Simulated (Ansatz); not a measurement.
Geometry optimisation, DFT PBE, scalar-relativistic, plane waves, PAW in Ansatz.

Input file:

```yaml
crystal:
  lattice:
    - [5.743827, 0.0, 0.0]
    - [1.79115, 5.45741, 0.0]
    - [0.0, 0.0, 19.067856]
  atoms:
    - { symbol: Sn, position: [0.3811443, 0.3811443, 0.1133614] }
    - { symbol: Sn, position: [0.0, 0.0, 0.0524443] }
    - { symbol: O, position: [0.075172, 0.6871166, 0.1133614] }
    - { symbol: O, position: [0.6871166, 0.075172, 0.1133614] }
    - { symbol: O, position: [0.1605061, 0.1605061, 0.1270001] }
    - { symbol: O, position: [0.6017825, 0.6017825, 0.0997227] }
    - { symbol: Sn, position: [0.1434329, 0.1434329, 0.2351957] }
    - { symbol: Sn, position: [0.7622886, 0.7622886, 0.1742785] }
    - { symbol: O, position: [0.8374606, 0.4494052, 0.2351957] }
    - { symbol: O, position: [0.4494052, 0.8374606, 0.2351957] }
    - { symbol: O, position: [0.9227947, 0.9227947, 0.2488344] }
    - { symbol: O, position: [0.3640711, 0.3640711, 0.221557] }
    - { symbol: Sn, position: [0.9057215, 0.9057215, 0.35703] }
    - { symbol: Sn, position: [0.5245772, 0.5245772, 0.2961128] }
    - { symbol: O, position: [0.5997492, 0.2116938, 0.35703] }
    - { symbol: O, position: [0.2116938, 0.5997492, 0.35703] }
    - { symbol: O, position: [0.6850833, 0.6850833, 0.3706686] }
    - { symbol: O, position: [0.1263597, 0.1263597, 0.3433913] }
    - { symbol: "N", position: [0.3340655, 0.7995533, 0.3701442], spin: 1.0 }
    - { symbol: H, position: [0.4457175, 0.8549855, 0.4016108] }
    - { symbol: H, position: [0.2224134, 0.7441212, 0.4016108] }
magnetization:
  spin_polarized: true
basis:
  ecutwfc: 420.0
kpoints:
  mp_grid: { grid: [2, 2, 1] }
hamiltonian:
  xc: pbe
  pseudopotentials: { kind: paw, azcp: { folder: soft_1 } }
scf:
  occupations: { method: gaussian, width: 0.02 }
  lower_state_search: "off"
relax:
  f_tol: 0.03
  max_steps: 60
  adjacent_minimum: "off"
  constraints: [{ sites: [0, 1, 2, 3, 4, 5] }]
```

Run as:

```bash
$ ansatz run input.yaml --threads 4 --pin off --max-ram 10240MiB --backend cpu --events-out ev --progress --plain --runs-dir out
```

Problem. Where does it end, and by what steps?

Solution. The run converged. The force dipped under the threshold on the way, but the program's further checks kept it going. Limits of this set-up: coarse k mesh, thin slab, slab without dipole correction. After 46 steps the energy has fallen by 9.651 eV; O16 moved furthest, 2.61 Å. Parted: Sn13–N19 (2.36 → 3.03 Å), Sn14–O16 (2.07 → 4.46 Å), Sn14–N19 (2.15 → 4.17 Å). Joined: Sn13–Sn14 (3.73 → 3.28 Å).

```json
{"step": "0", "energy less start (eV)": "0.0000", "largest force component (eV/Å)": "6.805", "accepted": "yes"}
{"step": "2", "energy less start (eV)": "-4.9361", "largest force component (eV/Å)": "2.449", "accepted": "yes"}
{"step": "4", "energy less start (eV)": "-6.4860", "largest force component (eV/Å)": "2.530", "accepted": "yes"}
{"step": "6", "energy less start (eV)": "-8.1421", "largest force component (eV/Å)": "1.506", "accepted": "yes"}
{"step": "8", "energy less start (eV)": "-8.7815", "largest force component (eV/Å)": "1.187", "accepted": "yes"}
{"step": "10", "energy less start (eV)": "-9.0893", "largest force component (eV/Å)": "0.605", "accepted": "yes"}
{"step": "12", "energy less start (eV)": "-9.2039", "largest force component (eV/Å)": "1.455", "accepted": "yes"}
{"step": "14", "energy less start (eV)": "-9.2749", "largest force component (eV/Å)": "0.207", "accepted": "yes"}
{"step": "16", "energy less start (eV)": "-9.2884", "largest force component (eV/Å)": "0.077", "accepted": "yes"}
{"step": "18", "energy less start (eV)": "-9.2901", "largest force component (eV/Å)": "0.043", "accepted": "yes"}
{"step": "20", "energy less start (eV)": "-9.2913", "largest force component (eV/Å)": "0.031", "accepted": "yes"}
{"step": "22", "energy less start (eV)": "-9.2973", "largest force component (eV/Å)": "0.300", "accepted": "yes"}
{"step": "24", "energy less start (eV)": "-9.3084", "largest force component (eV/Å)": "1.008", "accepted": "no"}
{"step": "26", "energy less start (eV)": "-9.3660", "largest force component (eV/Å)": "0.169", "accepted": "yes"}
{"step": "28", "energy less start (eV)": "-9.4324", "largest force component (eV/Å)": "0.411", "accepted": "yes"}
{"step": "30", "energy less start (eV)": "-9.4981", "largest force component (eV/Å)": "0.615", "accepted": "yes"}
{"step": "32", "energy less start (eV)": "-9.5667", "largest force component (eV/Å)": "0.715", "accepted": "yes"}
{"step": "34", "energy less start (eV)": "-9.6109", "largest force component (eV/Å)": "0.175", "accepted": "yes"}
{"step": "36", "energy less start (eV)": "-9.6296", "largest force component (eV/Å)": "0.283", "accepted": "yes"}
{"step": "38", "energy less start (eV)": "-9.6440", "largest force component (eV/Å)": "0.146", "accepted": "yes"}
{"step": "40", "energy less start (eV)": "-9.6485", "largest force component (eV/Å)": "0.140", "accepted": "yes"}
{"step": "42", "energy less start (eV)": "-9.6504", "largest force component (eV/Å)": "0.022", "accepted": "yes"}
{"step": "44", "energy less start (eV)": "-9.6507", "largest force component (eV/Å)": "0.040", "accepted": "yes"}
{"step": "46", "energy less start (eV)": "-9.6509", "largest force component (eV/Å)": "0.013", "accepted": "yes"}
```

```xyz
21
Lattice="5.7438 0.0000 0.0000 1.7912 5.4574 0.0000 0.0000 0.0000 19.0679" Properties=species:S:1:pos:R:3
Sn 2.872 2.080 2.162
Sn 0.000 0.000 1.000
O 1.663 3.750 2.162
O 4.081 0.410 2.162
O 1.209 0.876 2.422
O 4.534 3.284 1.901
Sn 1.073 0.735 4.621
Sn 5.671 4.099 3.303
O 5.642 2.413 4.532
O 4.038 4.522 4.563
O 6.834 5.019 4.719
O 2.720 1.994 4.298
Sn 6.386 5.215 6.774
Sn 4.060 2.819 5.737
O 3.489 1.404 6.995
O 1.471 4.667 8.861
O 5.101 3.788 7.195
O 0.714 0.530 6.628
N 2.708 5.051 8.987
H 3.269 4.517 9.656
H 3.099 5.542 8.137
```

Whether the end is a true minimum wasn't checked by a vibrational analysis.

The run took 7.4 min on 4 threads of Intel(R) Xeon(R) Platinum 8259CL CPU @ 2.50GHz (Skylake/Cascade Lake), on a shared host, peak memory 1.6 GiB.
